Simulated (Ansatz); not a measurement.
**Al3BAs4: a closer look at a trial structure**

This session takes a relaxed cell of Al3BAs4 and sets out to see whether it has a gap, which orbitals make up the states near it and how charge is shared.

Computed with Ansatz 0.2.0 (DFT PBE, scalar-relativistic, plane waves, PAW, unless a step's input says otherwise).

1 further run of the same task is left out (it didn't finish).

## (1) The system as given

It takes space group P-43m (No. 215, cubic). The conventional cell has a = 5.509 Å, b = 5.509 Å, c = 5.509 Å, α = 90.00°, β = 90.00°, γ = 90.00°. Around Al (site symmetry -42m) lie 4 As at 2.46 Å. B (site symmetry -43m) has 4 As at 2.17 Å as nearest neighbours. As (site symmetry 3m) is surrounded by 1 B at 2.17 Å and 3 Al at 2.46 Å.

Structure file:

```cif
data_structure
_symmetry_space_group_name_H-M 'P-43m'
_symmetry_Int_Tables_number 215
_cell_length_a 5.5094
_cell_length_b 5.5094
_cell_length_c 5.5094
_cell_angle_alpha 90.000
_cell_angle_beta 90.000
_cell_angle_gamma 90.000
_cell_volume 167.23
loop_
_atom_site_label
_atom_site_type_symbol
_atom_site_symmetry_multiplicity
_atom_site_Wyckoff_symbol
_atom_site_fract_x
_atom_site_fract_y
_atom_site_fract_z
_atom_site_occupancy
Al1 Al 3 d 0.00000 0.00000 0.50000 1
B1 B 1 b 0.50000 0.50000 0.50000 1
As1 As 4 e 0.72774 0.72774 0.72774 1
```

It is the end of an earlier relaxation with the same method, from a generated guess; it is a trial structure. At a tolerance of 0.02 Å it has space group P-43m (No. 215); it has 20.90 Å³/atom, an uncorrected energy of -0.24 eV/atom over the elements.

## (2) Static run: bands, density of states and charges

input.yaml

```yaml
crystal:
  lattice:
    - [5.5093930573, 0.0, 0.0]
    - [0.0, 5.5093930573, 0.0]
    - [0.0, 0.0, 5.5093930573]
  atoms:
    - { symbol: Al, position: [0.0, 0.0, 0.5] }
    - { symbol: Al, position: [0.0, 0.5, 0.0] }
    - { symbol: Al, position: [0.5, 0.0, 0.0] }
    - { symbol: B, position: [0.5, 0.5, 0.5] }
    - { symbol: As, position: [0.7277361528, 0.7277361528, 0.7277361528] }
    - { symbol: As, position: [0.7277361528, 0.2722638472, 0.2722638472] }
    - { symbol: As, position: [0.2722638472, 0.7277361528, 0.2722638472] }
    - { symbol: As, position: [0.2722638472, 0.2722638472, 0.7277361528] }
basis:
  ecutwfc: 420
kpoints:
  mp_grid: { grid: [8, 8, 8] }
  band_path:
    path:
      - [[0.0, 0.0, 0.0], [0.0, 0.5, 0.0], [0.5, 0.5, 0.0], [0.0, 0.0, 0.0], [0.5, 0.5, 0.5], [0.0, 0.5, 0.0]]
      - [[0.5, 0.5, 0.5], [0.5, 0.5, 0.0]]
    npoints: 14
hamiltonian:
  xc: pbe
scf:
  occupations: { method: gaussian, width: 0.02 }
  n_extra_bands: 20
output:
  forces: true
  stress: true
  eigenvalues: true
  populations: true
  dos: { projected: true, de: 0.02, nscf_kmesh: { grid: [12, 12, 12] } }
  bader: true
  write_density: true
  write_potential: true
  elf: true
  volumetric_format: npy
```

Run with:

```
$ ansatz run input.yaml --threads 1 --pin off --max-ram 2560MiB --backend cpu --events-out ev --progress --plain --runs-dir out
```

**Question.** What will these runs give? Wanted: gap; Bader charges.

**Answer**, as computed:

```
     quantity                          value
          gap  0.54 eV, indirect on the path
Bader charges  Al +1.95, B +0.21, As -1.52 e
```

In words: The gap is 0.54 eV, with the valence top at Γ and the conduction bottom at R on the path. Of the projected weight, the top eV of the valence band is As 4p (77 %), and the lowest eV of the conduction band Al 3p (35 %) and As 4s (19 %). Bader charges reach 2.0 e, yet ELF peaks on the Al–As line (0.93): the bond is polar, with a covalent part.
